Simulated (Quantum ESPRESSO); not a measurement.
# GaGe3 (Fm-3m) in Quantum ESPRESSO: further runs

The runs below take GaGe3 through band structure, single point, equation of state, with PBEsol, LDA.

Everything below comes from runs of Quantum ESPRESSO 7.5. Logs are shortened: lines on timing, memory, paths and dates and some standing lists are left out, and cuts for length are marked.

## Step 1: The crystal as given

It takes space group Fm-3m (No. 225, cubic). The conventional cell has a = 6.774 Å, b = 6.774 Å, c = 6.774 Å, α = 90.00°, β = 90.00°, γ = 90.00°. Ge (site symmetry m-3m) is surrounded by 8 Ge at 2.93 Å. Ge (site symmetry -43m) is surrounded by 4 Ge at 2.93 Å and 4 Ga at 2.93 Å. Around Ga (site symmetry m-3m) lie 8 Ge at 2.93 Å.

The cell comes from a database or a generator and needn't be the stable form of this composition.

## Step 2: Band structure, PBEsol

Input file pw.in:

```
&CONTROL
  calculation = 'scf'
  prefix = 'pwscf'
  outdir = './tmp'
  pseudo_dir = './pseudo'
  tprnfor = .true.
  tstress = .true.
  disk_io = 'low'
/
&SYSTEM
  ibrav = 0
  nat = 4
  ntyp = 2
  ecutwfc = 56
  ecutrho = 448
  nbnd = 41
  occupations = 'smearing'
  smearing = 'fd'
  degauss = 0.00367493
/
&ELECTRONS
  conv_thr = 8d-10
  electron_maxstep = 120
  mixing_beta = 0.5
/
ATOMIC_SPECIES
Ge    72.6300 ge_pbesol_v1.4.uspp.F.UPF
Ga    69.7230 ga_pbesol_v1.4.uspp.F.UPF
CELL_PARAMETERS angstrom
   0.0000000000    3.3871670000    3.3871670000
   3.3871670000    0.0000000000    3.3871670000
   3.3871670000    3.3871670000    0.0000000000
ATOMIC_POSITIONS crystal
Ge     0.5000000000    0.5000000000    0.5000000000
Ge     0.7500000000    0.7500000000    0.7500000000
Ge     0.2500000000    0.2500000000    0.2500000000
Ga     0.0000000000    0.0000000000    0.0000000000
K_POINTS automatic
7 7 7 0 0 0
```

Input file bands.in:

```
&CONTROL
  calculation = 'bands'
  prefix = 'pwscf'
  outdir = './tmp'
  pseudo_dir = './pseudo'
  disk_io = 'low'
  verbosity = 'high'
/
&SYSTEM
  ibrav = 0
  nat = 4
  ntyp = 2
  ecutwfc = 56
  ecutrho = 448
  nbnd = 41
  occupations = 'smearing'
  smearing = 'fd'
  degauss = 0.00367493
/
&ELECTRONS
  conv_thr = 1d-08
  electron_maxstep = 120
  mixing_beta = 0.5
  diago_full_acc = .true.
  startingwfc = 'random'
/
ATOMIC_SPECIES
Ge    72.6300 ge_pbesol_v1.4.uspp.F.UPF
Ga    69.7230 ga_pbesol_v1.4.uspp.F.UPF
CELL_PARAMETERS angstrom
   0.0000000000    3.3871670000    3.3871670000
   3.3871670000    0.0000000000    3.3871670000
   3.3871670000    3.3871670000    0.0000000000
ATOMIC_POSITIONS crystal
Ge     0.5000000000    0.5000000000    0.5000000000
Ge     0.7500000000    0.7500000000    0.7500000000
Ge     0.2500000000    0.2500000000    0.2500000000
Ga     0.0000000000    0.0000000000    0.0000000000
K_POINTS crystal
60
 0.0000000000  0.0000000000  0.0000000000 1
 0.0625000000  0.0000000000  0.0625000000 1
 0.1250000000  0.0000000000  0.1250000000 1
 0.1875000000  0.0000000000  0.1875000000 1
 0.2500000000  0.0000000000  0.2500000000 1
 0.3125000000  0.0000000000  0.3125000000 1
 0.3750000000  0.0000000000  0.3750000000 1
 0.4375000000  0.0000000000  0.4375000000 1
 0.5000000000  0.0000000000  0.5000000000 1
 0.5000000000  0.0625000000  0.5625000000 1
 0.5000000000  0.1250000000  0.6250000000 1
 0.5000000000  0.1875000000  0.6875000000 1
 0.5000000000  0.2500000000  0.7500000000 1
 0.4375000000  0.3125000000  0.7500000000 1
 0.3750000000  0.3750000000  0.7500000000 1
 0.3375000000  0.3375000000  0.6750000000 1
 0.3000000000  0.3000000000  0.6000000000 1
 0.2625000000  0.2625000000  0.5250000000 1
 0.2250000000  0.2250000000  0.4500000000 1
 0.1875000000  0.1875000000  0.3750000000 1
 0.1500000000  0.1500000000  0.3000000000 1
 0.1125000000  0.1125000000  0.2250000000 1
 0.0750000000  0.0750000000  0.1500000000 1
 0.0375000000  0.0375000000  0.0750000000 1
 0.0000000000  0.0000000000  0.0000000000 1
 0.0625000000  0.0625000000  0.0625000000 1
 0.1250000000  0.1250000000  0.1250000000 1
 0.1875000000  0.1875000000  0.1875000000 1
 0.2500000000  0.2500000000  0.2500000000 1
 0.3125000000  0.3125000000  0.3125000000 1
 0.3750000000  0.3750000000  0.3750000000 1
 0.4375000000  0.4375000000  0.4375000000 1
 0.5000000000  0.5000000000  0.5000000000 1
 0.5250000000  0.4500000000  0.5250000000 1
 0.5500000000  0.4000000000  0.5500000000 1
 0.5750000000  0.3500000000  0.5750000000 1
 0.6000000000  0.3000000000  0.6000000000 1
 0.6250000000  0.2500000000  0.6250000000 1
 0.5833333333  0.2500000000  0.6666666667 1
 0.5416666667  0.2500000000  0.7083333333 1
 0.5000000000  0.2500000000  0.7500000000 1
 0.5000000000  0.2857142857  0.7142857143 1
 0.5000000000  0.3214285714  0.6785714286 1
 0.5000000000  0.3571428571  0.6428571429 1
 0.5000000000  0.3928571429  0.6071428571 1
 0.5000000000  0.4285714286  0.5714285714 1
 0.5000000000  0.4642857143  0.5357142857 1
 0.5000000000  0.5000000000  0.5000000000 1
 0.4821428571  0.4821428571  0.5357142857 1
 0.4642857143  0.4642857143  0.5714285714 1
 0.4464285714  0.4464285714  0.6071428571 1
 0.4285714286  0.4285714286  0.6428571429 1
 0.4107142857  0.4107142857  0.6785714286 1
 0.3928571429  0.3928571429  0.7142857143 1
 0.3750000000  0.3750000000  0.7500000000 1
 0.6250000000  0.2500000000  0.6250000000 1
 0.5937500000  0.1875000000  0.5937500000 1
 0.5625000000  0.1250000000  0.5625000000 1
 0.5312500000  0.0625000000  0.5312500000 1
 0.5000000000  0.0000000000  0.5000000000 1
```

Potentials or basis: GBRV 1.5 PBEsol.

Started as:

```sh
$ OMP_NUM_THREADS=1 mpirun -n 2 pw.x -nk 2 -in pw.in > pw.out
$ OMP_NUM_THREADS=1 mpirun -n 2 pw.x -nk 2 -in bands.in > bands.out
```

pw.out:

```text
This program is part of the open-source Quantum ESPRESSO suite
     for quantum simulation of materials; please cite
[... 6 lines left out ...]
     using ibrav=0 with symmetry is DISCOURAGED, use correct ibrav instead

     K-points division:     npool     =       2
     Subspace diagonalization in iterative solution of the eigenvalue problem:
     a serial algorithm will be used

     G-vector sticks info
     --------------------
     sticks:   dense  smooth     PW     G-vecs:    dense   smooth      PW
     Sum        2527    1261    367                84091    29627    4645

     Using Slab Decomposition

     bravais-lattice index     =            0
     lattice parameter (alat)  =       9.0521  a.u.
     unit-cell volume          =     524.4890 (a.u.)^3
     number of atoms/cell      =            4
     number of atomic types    =            2
     number of electrons       =        61.00
     number of Kohn-Sham states=           41
     kinetic-energy cutoff     =      56.0000  Ry
     charge density cutoff     =     448.0000  Ry
     scf convergence threshold =      8.0E-10
     mixing beta               =       0.5000
     number of iterations used =            8  plain     mixing
     Exchange-correlation= SLA  PW   PSX  PSC
                           (   1   4  10   8   0   0   0)

     celldm(1)=   9.052124  celldm(2)=   0.000000  celldm(3)=   0.000000
     celldm(4)=   0.000000  celldm(5)=   0.000000  celldm(6)=   0.000000

     crystal axes: (cart. coord. in units of alat)
               a(1) = (   0.000000   0.707107   0.707107 )
               a(2) = (   0.707107   0.000000   0.707107 )
               a(3) = (   0.707107   0.707107   0.000000 )

     reciprocal axes: (cart. coord. in units 2 pi/alat)
               b(1) = ( -0.707107  0.707107  0.707107 )
               b(2) = (  0.707107 -0.707107  0.707107 )
               b(3) = (  0.707107  0.707107 -0.707107 )

     PseudoPot. # 1 for Ge read from file:
     ge_pbesol_v1.4.uspp.F.UPF
     Pseudo is Ultrasoft + core correction, Zval = 14.0
     Generated by new atomic code, or converted to UPF format
     Using radial grid of  873 points,  6 beta functions with:
                l(1) =   0
                l(2) =   0
                l(3) =   1
                l(4) =   1
                l(5) =   2
                l(6) =   2
     Q(r) pseudized with  8 coefficients,  rinner =    1.400   1.400   1.400
                                                       1.400   1.400

     PseudoPot. # 2 for Ga read from file:
     ga_pbesol_v1.4.uspp.F.UPF
     Pseudo is Ultrasoft + core correction, Zval = 19.0
     Generated by new atomic code, or converted to UPF format
     Using radial grid of  871 points,  6 beta functions with:
                l(1) =   0
                l(2) =   0
                l(3) =   1
                l(4) =   1
                l(5) =   2
                l(6) =   2
     Q(r) pseudized with  8 coefficients,  rinner =    1.250   1.250   1.250
                                                       1.250   1.250

     atomic species   valence    mass     pseudopotential
     Ge               14.00    72.63000     Ge( 1.00)
     Ga               19.00    69.72300     Ga( 1.00)

     48 Sym. Ops., with inversion, found

   Cartesian axes

     site n.     atom                  positions (alat units)
         1        Ge     tau(   1) = (   0.7071068   0.7071068   0.7071068  )
         2        Ge     tau(   2) = (   1.0606602   1.0606602   1.0606602  )
         3        Ge     tau(   3) = (   0.3535534   0.3535534   0.3535534  )
         4        Ga     tau(   4) = (   0.0000000   0.0000000   0.0000000  )

     number of k points=    20  Fermi-Dirac smearing, width (Ry)=  0.0037
                       cart. coord. in units 2pi/alat
        k(    1) = (   0.0000000   0.0000000   0.0000000), wk =   0.0058309
        k(    2) = (   0.1010153   0.1010153  -0.1010153), wk =   0.0466472
        k(    3) = (   0.2020305   0.2020305  -0.2020305), wk =   0.0466472
        k(    4) = (   0.3030458   0.3030458  -0.3030458), wk =   0.0466472
        k(    5) = (   0.2020305  -0.0000000   0.0000000), wk =   0.0349854
        k(    6) = (   0.3030458   0.1010153  -0.1010153), wk =   0.1399417
[... 12 lines left out ...]
        k(   19) = (  -0.1010153  -0.5050763   0.7071068), wk =   0.1399417
        k(   20) = (   0.0000000  -0.4040610   0.6060915), wk =   0.1399417

     Dense  grid:    84091 G-vectors     FFT dimensions: (  64,  64,  64)

     Smooth grid:    29627 G-vectors     FFT dimensions: (  45,  45,  45)

     Check: negative core charge=   -0.000001

     Initial potential from superposition of free atoms

     starting charge      59.9976, renormalised to      61.0000
     Starting wfcs are   39 randomized atomic wfcs +    2 random wfcs

     Self-consistent Calculation

     iteration #  1     ecut=    56.00 Ry     beta= 0.50
     Davidson diagonalization with overlap
     ethr =  1.00E-02,  avg # of iterations =  4.8

     total energy              =   -1054.28515881 Ry
     estimated scf accuracy    <       0.78000383 Ry
[... 50 lines left out ...]
     iteration #  9     ecut=    56.00 Ry     beta= 0.50
     Davidson diagonalization with overlap
     ethr =  7.05E-12,  avg # of iterations =  3.0

     End of self-consistent calculation

          k = 0.0000 0.0000 0.0000 (  3719 PWs)   bands (ev):

   -83.7518 -83.7518 -83.7518 -14.2778 -14.2778 -14.2717 -14.2717 -14.2717
   -14.2523 -14.2523 -14.2523 -14.2127 -14.2127 -14.2024 -14.2024 -14.1904
   -14.1904 -14.1904  -4.2917  -4.2917  -4.2917  -4.2669  -4.2669  -2.0814
     4.6450   5.7683   8.8402   8.8402   8.8402   9.1239   9.1239   9.1239
     9.2062  10.6678  10.6678  10.6678  15.1241  15.1241  20.1126  20.1126
    20.1126
[... 129 lines left out ...]
   -83.7518 -83.7518 -83.7518 -14.2887 -14.2868 -14.2666 -14.2640 -14.2538
   -14.2440 -14.2430 -14.2334 -14.2286 -14.2210 -14.2150 -14.2116 -14.2075
   -14.1808 -14.1798  -4.3061  -4.2824  -4.2803  -4.2783  -4.2652   0.9807
     1.3504   2.5646   4.2707   5.7473   6.9548  11.7142  12.2740  12.8515
    13.5420  14.4418  14.9056  15.6769  16.2245  16.9985  17.7255  18.7276
    19.2783

          k = 0.4041 0.2020 0.0000 (  3703 PWs)   bands (ev):

   -83.7518 -83.7518 -83.7518 -14.2856 -14.2840 -14.2698 -14.2631 -14.2615
   -14.2446 -14.2420 -14.2366 -14.2332 -14.2176 -14.2127 -14.2056 -14.1983
   -14.1879 -14.1836  -4.2992  -4.2881  -4.2848  -4.2723  -4.2665  -0.7850
     2.8625   3.4108   5.0852   7.3938   7.8084   8.8371  11.1022  11.7940
    11.8337  13.3314  14.0703  15.0417  15.5574  17.0211  17.7920  18.2445
    21.3167
[... 21 lines left out ...]
   -83.7518 -83.7518 -83.7518 -14.2867 -14.2798 -14.2764 -14.2593 -14.2518
   -14.2470 -14.2455 -14.2368 -14.2250 -14.2249 -14.2161 -14.2114 -14.1962
   -14.1895 -14.1784  -4.2977  -4.2919  -4.2805  -4.2752  -4.2673   1.1121
     1.4858   2.0537   3.6411   7.4001   9.1913   9.2939   9.8305  12.9334
    13.6332  13.7144  15.2632  15.6629  16.7754  17.0228  17.3253  20.8857
    21.2229

     the Fermi energy is    10.3602 ev

!    total energy              =   -1054.50627591 Ry
     estimated scf accuracy    <          2.1E-10 Ry
     smearing contrib. (-TS)   =      -0.00069588 Ry
     internal energy E=F+TS    =   -1054.50558003 Ry

     The total energy is F=E-TS. E is the sum of the following terms:
     one-electron contribution =    -697.16591925 Ry
     hartree contribution      =     397.64237588 Ry
     xc contribution           =    -220.68118634 Ry
     ewald contribution        =    -534.30085032 Ry

     convergence has been achieved in   9 iterations

     Forces acting on atoms (cartesian axes, Ry/au):

     atom    1 type  1   force =     0.00000000    0.00000000   -0.00000000
     atom    2 type  1   force =    -0.00000000    0.00000000   -0.00000000
     atom    3 type  1   force =     0.00000000    0.00000000    0.00000000
     atom    4 type  2   force =     0.00000000    0.00000000    0.00000000

     Total force =     0.000000     Total SCF correction =     0.000000

     Computing stress (Cartesian axis) and pressure

          total   stress  (Ry/bohr**3)                   (kbar)     P=      -39.30
  -0.00026719  -0.00000000  -0.00000000          -39.30       -0.00       -0.00
  -0.00000000  -0.00026719  -0.00000000           -0.00      -39.30       -0.00
  -0.00000000  -0.00000000  -0.00026719           -0.00       -0.00      -39.30

=------------------------------------------------------------------------------=
   JOB DONE.
=------------------------------------------------------------------------------=
```

It took 2 min on 2 MPI ranks of Arm Neoverse V2, shared host; peak memory 0.46 GiB.

What came out:

* Free energy: -14347.2888 eV
* Pressure: -3.9 GPa
* Band gap on the k mesh: none (metal or under the smearing width)

Levels at the corners of the path, in eV from the Fermi level:
```csv
point,band 28,band 29,band 30,band 31,band 32,band 33,band 34,band 35
Γ,-1.52,-1.52,-1.24,-1.24,-1.24,-1.15,0.31,0.31
X,-4.75,-4.75,2.90,3.02,3.02,3.40,3.74,3.74
W,-1.75,-1.75,-1.37,-1.14,3.50,3.65,4.27,4.27
K,-4.33,-1.85,0.28,0.83,1.73,2.39,3.48,5.23
Γ,-1.52,-1.52,-1.24,-1.24,-1.24,-1.15,0.31,0.31
L,-2.52,-2.52,-1.98,-1.98,1.80,1.82,4.02,4.02
U,-4.33,-1.85,0.28,0.83,1.73,2.39,3.48,5.23
W,-1.75,-1.75,-1.37,-1.14,3.50,3.65,4.27,4.27
L,-2.52,-2.52,-1.98,-1.98,1.80,1.82,4.02,4.02
K,-4.33,-1.85,0.28,0.83,1.73,2.39,3.48,5.23
U,-4.33,-1.85,0.28,0.83,1.73,2.39,3.48,5.23
X,-4.75,-4.75,2.90,3.02,3.02,3.40,3.74,3.74
```

[end of part 1 of 2]
